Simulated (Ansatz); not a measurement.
# MnTlCl3: the cost of one run

Computed with Ansatz 0.2.0 (DFT PBEsol, scalar-relativistic, plane waves, PAW, unless a step's input says otherwise).

4 further runs of the same task are left out: 1 that didn't finish, 3 set aside as unsound or not needed.

### Step 1. The structure to begin with

It takes space group Pm-3m (No. 221, cubic). The conventional cell has a = 4.948 Å, b = 4.948 Å, c = 4.948 Å, α = 90.00°, β = 90.00°, γ = 90.00°. Mn (site symmetry m-3m) is surrounded by 6 Cl at 2.47 Å. Tl (site symmetry m-3m) is surrounded by 12 Cl at 3.50 Å. Cl (site symmetry 4/mmm) is surrounded by 2 Mn at 2.47 Å and 4 Tl at 3.50 Å.

As a file:

```xyz
5
Lattice="4.9478 0.0000 0.0000 0.0000 4.9478 0.0000 0.0000 0.0000 4.9478" Properties=species:S:1:pos:R:3 pbc="T T T"
Mn    2.4739    2.4739    2.4739
Tl    0.0000    0.0000    0.0000
Cl    0.0000    2.4739    2.4739
Cl    2.4739    2.4739    0.0000
Cl    2.4739    0.0000    2.4739
```

It goes back to an entry of the Materials Project, which need not be the stable form.

This cell was relaxed beforehand with the same method: volume 24.22 Å³/atom, gap on the mesh 0.67 eV, site moments up to 4.3 μB.

### Step 2. Zero strain

Contents of input.yaml:

```yaml
crystal:
  lattice:
    - [4.9477886659, 0.0, 0.0]
    - [0.0, 4.9477886659, 0.0]
    - [0.0, 0.0, 4.9477886659]
  atoms:
    - { symbol: Mn, position: [0.5, 0.5, 0.5], spin: 4.74 }
    - { symbol: Tl, position: [0.0, 0.0, 0.0] }
    - { symbol: Cl, position: [0.0, 0.5, 0.5] }
    - { symbol: Cl, position: [0.5, 0.5, 0.0] }
    - { symbol: Cl, position: [0.5, 0.0, 0.5] }
basis:
  ecutwfc: 420
kpoints:
  mp_grid: { grid: [6, 6, 6] }
hamiltonian:
  xc: pbesol
scf:
  occupations: { method: gaussian, width: 0.02 }
output:
  forces: true
  stress: true
  eigenvalues: true
  populations: true
magnetization:
  spin_polarized: true
```

The run is started by

```sh
$ ansatz run input.yaml --threads 1 --pin off --max-ram 2560MiB --backend cpu --events-out ev --progress --plain --runs-dir out
```

What time and memory should one allow on 1 thread of Arm Neoverse V1, shared host?

About 15 s, with a peak of 0.46 GiB.
